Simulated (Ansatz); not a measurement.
**In5As4 zinc blende off sphere (In₅As₄H₁₆−): geometry, orbitals and charge**

What does In5As4 zinc blende off sphere (In₅As₄H₁₆−) look like as a singlet, and where do its frontier electrons sit?

Program: Ansatz 0.2.0, Gaussian basis. Level of theory: RKS PBE0-D4/def2-TZVP. These are calculated values, not measurements.

Plan: relaxation at PBE-D4/def2-SVP; a single point at PBE0-D4/def2-TZVP.

1 further run of the same task is left out (set aside as unsound or not needed).

**1. The system as given**

25 atoms, charge -1, spin multiplicity 1.

Atoms are counted from 1 here; the program's logs count them from 0.

Bond lengths: In1–As6 2.661 Å, In1–As7 2.715 Å, In1–H10 1.755 Å, In1–H11 1.745 Å, In2–As6 2.668 Å, In2–As8 2.719 Å, In2–H12 1.756 Å, In2–H13 1.747 Å, In3–As6 2.635 Å, In3–As9 2.636 Å, In3–H14 1.770 Å, In3–H15 1.769 Å, In4–As7 2.713 Å, In4–As9 2.662 Å, In4–H16 1.745 Å, In4–H17 1.753 Å, In5–As8 2.716 Å, In5–As9 2.663 Å and more. Angles: As6–In1–As7 98.6°, As6–In1–H10 114.4°, As6–In1–H11 110.5°, As7–In1–H10 103.2°, As7–In1–H11 113.8°, H10–In1–H11 115.0°, As6–In2–As8 98.4°, As6–In2–H12 114.2°, As6–In2–H13 111.1°, As8–In2–H12 103.2°, As8–In2–H13 113.8°, H12–In2–H13 114.8°, As6–In3–As9 122.2°, As6–In3–H14 106.0°, As6–In3–H15 105.3°, As9–In3–H14 105.1°, As9–In3–H15 105.9°, H14–In3–H15 112.5° and more.

In takes a core potential in the def2 sets. No spin-orbit coupling is included. The ion is computed in the gas phase, without counter-ions or solvent.

The start is a GFN2-xTB geometry.

**2. Optimising with PBE-D4/def2-SVP**

in.yaml reads:

```yaml
crystal:
  periodic: [false, false, false]
  atoms:
    - {symbol: In, position_ang: [0.192010, -3.708410, 0.006900]}
    - {symbol: In, position_ang: [0.183610, 0.008660, -3.716130]}
    - {symbol: In, position_ang: [-1.379940, -0.006450, -0.004020]}
    - {symbol: In, position_ang: [0.189230, -0.005940, 3.712850]}
    - {symbol: In, position_ang: [0.185480, 3.710410, 0.000240]}
    - {symbol: As, position_ang: [-0.105540, -1.635810, -1.635550]}
    - {symbol: As, position_ang: [0.294210, -2.354430, 2.358290]}
    - {symbol: As, position_ang: [0.287640, 2.358820, -2.352830]}
    - {symbol: As, position_ang: [-0.106510, 1.624220, 1.628870]}
    - {symbol: H, position_ang: [1.765760, -4.479820, -0.078600]}
    - {symbol: H, position_ang: [-1.169370, -4.792630, -0.123530]}
    - {symbol: H, position_ang: [1.759000, -0.077580, -4.486830]}
    - {symbol: H, position_ang: [-1.174230, -0.113100, -4.808770]}
    - {symbol: H, position_ang: [-2.361650, -1.037630, 1.048070]}
    - {symbol: H, position_ang: [-2.364620, 1.026080, -1.050280]}
    - {symbol: H, position_ang: [-1.167630, 0.113410, 4.802970]}
    - {symbol: H, position_ang: [1.763810, 0.089120, 4.478440]}
    - {symbol: H, position_ang: [-1.180650, 4.793820, 0.105300]}
    - {symbol: H, position_ang: [1.758720, 4.487000, 0.101050]}
    - {symbol: H, position_ang: [-1.456490, -2.129790, -2.117090]}
    - {symbol: H, position_ang: [1.364020, -3.117750, 3.126910]}
    - {symbol: H, position_ang: [1.415250, -1.629180, 1.637020]}
    - {symbol: H, position_ang: [1.354010, 3.130370, -3.120450]}
    - {symbol: H, position_ang: [1.410890, 1.633540, -1.632570]}
    - {symbol: H, position_ang: [-1.457020, 2.113070, 2.119730]}
basis:
  gaussian: {orbitals: def2-SVP}
total_charge: -1
hamiltonian: {xc: pbe, dispersion: d4}
scf: {lower_state_search: "off"}
output: {orbitals: {seedname: orbitals}}
relax: {f_tol: 0.03, max_steps: 70}
```

Command:

```console
> ansatz run in.yaml --threads 2 --pin off --events-out ev --progress --plain --max-ram 31744MiB --backend cuda --devices 0, --max-vram 18GiB
```

Further steps of the session: Single point, PBE0-D4/def2-TZVP.

Q: Predict the results of all the runs planned. Wanted: point group; commonest bond, hydrogen aside; HOMO, LUMO at PBE0-D4/def2-TZVP.

As calculated:

| quantity | value |
| --- | --- |
| point group | C2v |
| commonest bond, hydrogen aside | As–In, 10 of mean length 2.712 Å |
| HOMO, LUMO at PBE0-D4/def2-TZVP | -4.00, 1.69 eV |

**Reading.** The molecule keeps its bonding pattern by the stored test; the atoms moved 1.15 Å (rms), and the angle In1–As6–In2 went from 162° to 113°. No usable vibrations, so a minimum isn't proven. Whether this spin is the lowest isn't tested here.
